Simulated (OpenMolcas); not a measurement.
# One shape, several levels: C2H7Ga (SMILES [CH3][GaH][CH3])

Wanted: a comparison of 6 runs (HF/3-21G, B3LYP/6-31G*, M06-2X/def2-SVP, PBE/def2-SVP, TPSS/def2-SVP, CCSD(T)/def2-SVP) of C2H7Ga. 

The calculation is run with OpenMolcas 26.06.

## (1) The molecule

C2H7Ga: 10 atoms, total charge 0, spin state singlet. As SMILES, `[CH3][GaH][CH3]`. The C1–H4 distance was set to 1.643 Å, away from the relaxed value. At this shape a bond of the SMILES string is far longer than usual.

Bond lengths: C1–Ga2 1.971 Å, Ga2–C3 1.971 Å, C1–H5 1.091 Å, C1–H6 1.092 Å, Ga2–H7 1.579 Å, C3–H8 1.096 Å, C3–H9 1.091 Å, C3–H10 1.092 Å. Some angles: C1–Ga2–C3 120.1°, C1–Ga2–H7 120.0°, C3–Ga2–H7 119.9°, Ga2–C1–H5 112.5°, Ga2–C1–H6 111.5°, Ga2–C3–H8 109.0°, Ga2–C3–H9 112.5°, Ga2–C3–H10 111.5°, H5–C1–H6 109.1°, H8–C3–H9 107.5°. A long bond or contact: C1–H4 1.643 Å.

## (2) The energy at HF/3-21G (run 1)

File mol.inp:

```
>>> EXPORT MOLCAS_PRINT=2

&gateway
  baslib
  $CurrDir
  coord
  10
  bohr
  C     -1.56515054     2.65905064    -0.55479524
  Ga     1.67081647     1.00232774     0.25873185
  C      1.73223257    -1.99780145     2.46630991
  H     -2.89827296     1.16066979    -2.92567399
  H     -1.32326560     4.62625553    -1.12114616
  H     -2.88096685     2.56909967     1.03333059
  H      4.21873420     2.08022753    -0.85866321
  H      1.74394887    -1.37891615     4.44182960
  H      3.40993142    -3.15884918     2.17075675
  H      0.04829762    -3.16338453     2.20779538
  basis
  3-21G
  group
  NoSym

&seward

&scf
  thresholds
  1e-10 1e-07 1e-07 1e-05
  prorbitals
  1 2
```

The basis set 3-21G is read from a file made from the Basis Set Exchange's data (not shown).

Command:

```bash
$ export MOLCAS_MEM=1860
$ pymolcas mol.inp > mol.log
```

Standard output:

```text
--- Start Module: gateway ---
[...]
--- Stop Module: gateway /rc=_RC_ALL_IS_WELL_ ---
--- Start Module: seward ---
[...]
      Basis functions           54
--- Stop Module: seward /rc=_RC_ALL_IS_WELL_ ---
--- Start Module: scf ---
[...]
       Convergence after  11 Iterations
[...]
::    Total SCF energy                              -1993.1350783791
[...]
      Total spin, S                                     0.0000000000
[...]
      Total electronic charge=   50.000000
      Total            charge=   -0.000000
[...]
      Dipole Moment (debye):
      Origin of the operator (angstrom)=    0.6325    0.4222    0.2422
                   X= -1.5641E-01               Y=  1.6360E-01               Z=  7.7489E-01           Total=  8.0727E-01
      Quadrupole Moment (debye*angstrom):
[...]
--- Stop Module: scf /rc=_RC_ALL_IS_WELL_ ---
[...]
```

Wall time 1.5 s (1 thread of Intel Xeon 6975P-C (Granite Rapids), shared host); peak memory 0.39 GiB.

## (3) The energy at B3LYP/6-31G(d) (spherical functions) (run 2)

File mol.input:

```
* C2H7Ga Kohn-Sham DFT
>>> EXPORT MOLCAS_PRINT=2
&GATEWAY
BasLib=$CurrDir
Coord
10
angstrom
C       -0.828242       1.407109      -0.293585
Ga       0.884158       0.530409       0.136915
C        0.916658      -1.057191       1.305115
H       -1.533700       0.614200      -1.548200
H       -0.700242       2.448109      -0.593285
H       -1.524542       1.359509       0.546815
H        2.232458       1.100809      -0.454385
H        0.922858      -0.729691       2.350515
H        1.804458      -1.671591       1.148715
H        0.025558      -1.673991       1.168315
Basis=6-31Gs
Group=NoSym
&SEWARD
GridInput
Grid=UltraFine
End of Grid
&SCF
KSDFT=B3LYP
Thresholds=1e-10 1e-07 1e-07 1e-05
PrOrbitals=0
```

The basis set 6-31G* is read from a file made from the Basis Set Exchange's data (not shown).

Command:

```bash
$ export MOLCAS_MEM=1860
$ pymolcas mol.input > mol.log
```

Standard output:

```text
--- Start Module: gateway ---
[...]
--- Stop Module: gateway /rc=_RC_ALL_IS_WELL_ ---
--- Start Module: seward ---
[...]
      Basis functions           74
--- Stop Module: seward /rc=_RC_ALL_IS_WELL_ ---
[...]
--- Start Module: scf ---
[...]
       Convergence after  14 Iterations
[...]
::    Total KS-DFT energy                           -2004.9694589567
[...]
      Total spin, S                                     0.0000000000
[...]
      Total electronic charge=   50.000000
      Total            charge=   -0.000000
[...]
      Dipole Moment (debye):
      Origin of the operator (angstrom)=    0.6325    0.4222    0.2422
                   X= -3.4440E-01               Y=  1.9349E-02               Z=  7.3114E-01           Total=  8.0843E-01
      Quadrupole Moment (debye*angstrom):
[...]
--- Stop Module: scf /rc=_RC_ALL_IS_WELL_ ---
[...]
```

It took 14 s on 1 thread of Intel Xeon 6975P-C (Granite Rapids), shared host; peak memory 0.43 GiB.

Runs 3 to 5 aren't shown in full; the table further down has their settings and results.

## (4) A single-point energy at CCSD(T)/def2-SVP (run 6)

File calc.inp:

```
* C2H7Ga CCSD(T)
>>> EXPORT MOLCAS_PRINT=2
&gateway
baslib=$CurrDir
coord
10
bohr
C     -1.56515054     2.65905064    -0.55479524
Ga     1.67081647     1.00232774     0.25873185
C      1.73223257    -1.99780145     2.46630991
H     -2.89827296     1.16066979    -2.92567399
H     -1.32326560     4.62625553    -1.12114616
H     -2.88096685     2.56909967     1.03333059
H      4.21873420     2.08022753    -0.85866321
H      1.74394887    -1.37891615     4.44182960
H      3.40993142    -3.15884918     2.17075675
H      0.04829762    -3.16338453     2.20779538
basis=def2-SVP
group=NoSym
&seward
&scf
thresholds=1e-10 1e-07 1e-07 1e-05
prorbitals=1 1
&rasscf
fileorb=$Project.ScfOrb
spin=1
nactel=0 0 0
inactive=25
ras2=0
outorbitals=Canonical
orblisting=Nothing
&motra
jobiph
frozen=11
&ccsdt
cct
triples=2
iterations=80
accuracy=1e-08
extrapolation=5 4
```

The basis set def2-SVP is read from a file made from the Basis Set Exchange's data (not shown).

Command:

```bash
$ export MOLCAS_MEM=1860
$ pymolcas calc.inp > calc.log
```

Standard output:

```text
--- Start Module: gateway ---
[...]
--- Stop Module: gateway /rc=_RC_ALL_IS_WELL_ ---
[...]
      Basis functions           95
[...]
       Convergence after  13 Iterations
[...]
::    Total SCF energy                              -2002.6645246291
[...]
      Total spin, S                                     0.0000000000
[...]
      Number of active orbitals                  0
[...]
      Spin quantum number                      0.0
[...]
      Active orbitals                            0
[...]
      Number of CSFs                             1
[...]
      Number of root(s) required                 1
[...]
      Convergence after  4 iterations
[...]
      Natural orbitals and occupation numbers for root  1
      ************************************************************************************************************************
      *                                                    Final results                                                     *
      ************************************************************************************************************************
[...]
::    RASSCF root number  1 Total energy:  -2002.66452463
[...]
      Total electronic charge=   50.000000
      Total            charge=   -0.000000
[...]
      Dipole Moment (debye):
      Origin of the operator (angstrom)=    0.6325    0.4222    0.2422
                   X= -1.1250E-01               Y=  1.1294E-01               Z=  8.1401E-01           Total=  8.2947E-01
      Quadrupole Moment (debye*angstrom):
[...]
--- Start Module: motra ---
[...]
--- Stop Module: motra /rc=_RC_ALL_IS_WELL_ ---
[...]
--- Start Module: ccsdt ---
[...]
      Convergence after                    18  Iterations
      Total energy (diff) :   -2003.21808201      -0.00000001
[...]
 METHOD                       : CCSD+T(CCSD)+<T3(1)WT1> = CCSD(T)
[...]
       CCSD     =     -2003.2180820113269
[...]
```

Wall time 68 s (1 thread of Intel Xeon 6975P-C (Granite Rapids), shared host); peak memory 0.52 GiB.

## (5) Overview of the runs

```
run                               level  integration grid  frozen core orbitals   energy (Eh)  dipole moment (D) of the reference  HOMO energy (eV)  LUMO energy (eV)  wall time
  1                            HF/3-21G                 –                     –  -1993.135078                                0.81            -10.40              1.72      1.5 s
  2  B3LYP/6-31G* (spherical functions)         UltraFine                     –  -2004.969459                                0.81             -7.34             -1.42       14 s
  3                     M06-2X/def2-SVP         UltraFine                     –  -2004.831963                                0.70             -8.82             -0.62       32 s
  4                        PBE/def2-SVP         UltraFine                     –  -2004.475592                                0.76             -6.45             -2.06       20 s
  5                       TPSS/def2-SVP         UltraFine                     –  -2004.909656                                0.79             -6.56             -1.93       30 s
  6                    CCSD(T)/def2-SVP                 –                    11  -2003.235890                                0.83            -10.60              1.65       68 s
```

## (6) Outcome

| quantity | value |
| --- | --- |
| run 6: total energy | -2003.23589 Eh |
| run 6: dipole moment (mean-field density) | 0.83 D |
| run 6: HOMO energy (Hartree–Fock orbitals) | -10.60 eV |
| run 6: LUMO energy (Hartree–Fock orbitals) | 1.65 eV |
| run 6: HOMO–LUMO gap (Hartree–Fock orbitals) | 12.25 eV |
| run 6: correlation energy (11 core orbitals frozen) | -571.4 mEh |
| run 6: (T) correction | -17.81 mEh |

Over runs 1, 2, 3, 4, 5 the dipole moment (its size) runs from 0.70 D (M06-2X/def2-SVP) to 0.81 D (B3LYP/6-31G*). The two ends differ in method and basis. Over runs 1, 2, 3, 4, 5 the HOMO–LUMO gap runs from 4.40 eV (PBE/def2-SVP) to 12.12 eV (HF/3-21G). Totals of different functionals can't be ranked against each other. All runs together took 2.8 min, the longest 68 s.
